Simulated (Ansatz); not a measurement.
# Ti2Ge5Ru: the cost of one run

Method: DFT PBE, scalar-relativistic, plane waves, PAW, unless a step names another level, in Ansatz 0.2.0.

3 further runs of the same task are left out: 2 that didn't finish, 1 set aside as unsound or not needed. Runs told in other sessions of the task aren't counted.

## (1) Starting point

Symmetry: P4/mbm, No. 127, tetragonal system. The conventional cell has a = 9.379 Å, b = 9.379 Å, c = 2.961 Å, α = 90.00°, β = 90.00°, γ = 90.00°. Ti (site symmetry m2m) has 10 Ge at 2.80 to 2.93 Å and 2 Ti at 2.96 Å in its first shell of neighbours. Ge (site symmetry m) is surrounded by 2 Ru at 2.58 Å and 6 Ge at 2.74 to 3.00 Å and 4 Ti at 2.80 to 2.93 Å. Ge (site symmetry mmm) has 6 Ge at 2.74 to 2.96 Å and 4 Ti at 2.82 Å in its first shell of neighbours. Ru (site symmetry 4/m) is surrounded by 8 Ge at 2.58 Å and 2 Ru at 2.96 Å.

Coordinates:

```xyz
16
Lattice="9.3792 0.0000 0.0000 0.0000 9.3792 0.0000 0.0000 0.0000 2.9612" Properties=species:S:1:pos:R:3 pbc="T T T"
Ti    6.3872    7.6816    1.4806
Ti    7.6816    2.9920    1.4806
Ti    2.9920    1.6976    1.4806
Ti    1.6976    6.3872    1.4806
Ge    2.0212    8.7434    0.0000
Ge    7.3580    0.6358    0.0000
Ge    8.7434    7.3580    0.0000
Ge    0.6358    2.0212    0.0000
Ge    6.7108    5.3254    0.0000
Ge    2.6684    4.0538    0.0000
Ge    4.0538    6.7108    0.0000
Ge    5.3254    2.6684    0.0000
Ge    0.0000    4.6896    0.0000
Ge    4.6896    0.0000    0.0000
Ru    0.0000    0.0000    1.4806
Ru    4.6896    4.6896    1.4806
```

It came out lowest among 21 distinct ends of the trial cells. At a tolerance of 0.05 Å it has space group P4/mbm (No. 127).

## (2) Static run: bands, density of states and charges

The input, input.yaml:

```yaml
crystal:
  lattice:
    - [9.3792044648, 0.0, 0.0]
    - [0.0, 9.3792044648, 0.0]
    - [0.0, 0.0, 2.9612411299]
  atoms:
    - { symbol: Ti, position: [0.6809953849, 0.8190046151, 0.5] }
    - { symbol: Ti, position: [0.8190046151, 0.3190046151, 0.5] }
    - { symbol: Ti, position: [0.3190046151, 0.1809953849, 0.5] }
    - { symbol: Ti, position: [0.1809953849, 0.6809953849, 0.5] }
    - { symbol: Ge, position: [0.2154987534, 0.932210319, 0.0] }
    - { symbol: Ge, position: [0.7845012466, 0.067789681, 0.0] }
    - { symbol: Ge, position: [0.932210319, 0.7845012466, 0.0] }
    - { symbol: Ge, position: [0.067789681, 0.2154987534, 0.0] }
    - { symbol: Ge, position: [0.7154987534, 0.567789681, 0.0] }
    - { symbol: Ge, position: [0.2845012466, 0.432210319, 0.0] }
    - { symbol: Ge, position: [0.432210319, 0.7154987534, 0.0] }
    - { symbol: Ge, position: [0.567789681, 0.2845012466, 0.0] }
    - { symbol: Ge, position: [0.0, 0.5, 0.0] }
    - { symbol: Ge, position: [0.5, 0.0, 0.0] }
    - { symbol: Ru, position: [0.0, 0.0, 0.5] }
    - { symbol: Ru, position: [0.5, 0.5, 0.5] }
basis:
  ecutwfc: 420
kpoints:
  mp_grid: { grid: [4, 4, 10] }
  band_path:
    path:
      - [[0.0, 0.0, 0.0], [0.0, 0.5, 0.0], [0.5, 0.5, 0.0], [0.0, 0.0, 0.0], [0.0, 0.0, 0.5], [0.0, 0.5, 0.5], [0.5, 0.5, 0.5], [0.0, 0.0, 0.5]]
      - [[0.0, 0.5, 0.0], [0.0, 0.5, 0.5]]
      - [[0.5, 0.5, 0.0], [0.5, 0.5, 0.5]]
    npoints: 10
hamiltonian:
  xc: pbe
scf:
  occupations: { method: gaussian, width: 0.1 }
  n_extra_bands: 40
output:
  forces: true
  stress: true
  eigenvalues: true
  populations: true
  dos: { projected: true, de: 0.02, nscf_kmesh: { grid: [5, 5, 12] } }
  bader: false
  write_density: true
  write_potential: true
  elf: true
  volumetric_format: npy
```

Started as:

```
ansatz run input.yaml --threads 1 --pin off --max-ram 2560MiB --backend cpu --events-out ev --progress --plain --runs-dir out
```

Q: Estimate wall time and peak memory on 1 thread of Intel Xeon at 2.50GHz (Skylake/Cascade Lake), shared host.

About 8.8 min, with a peak of 2.2 GiB.
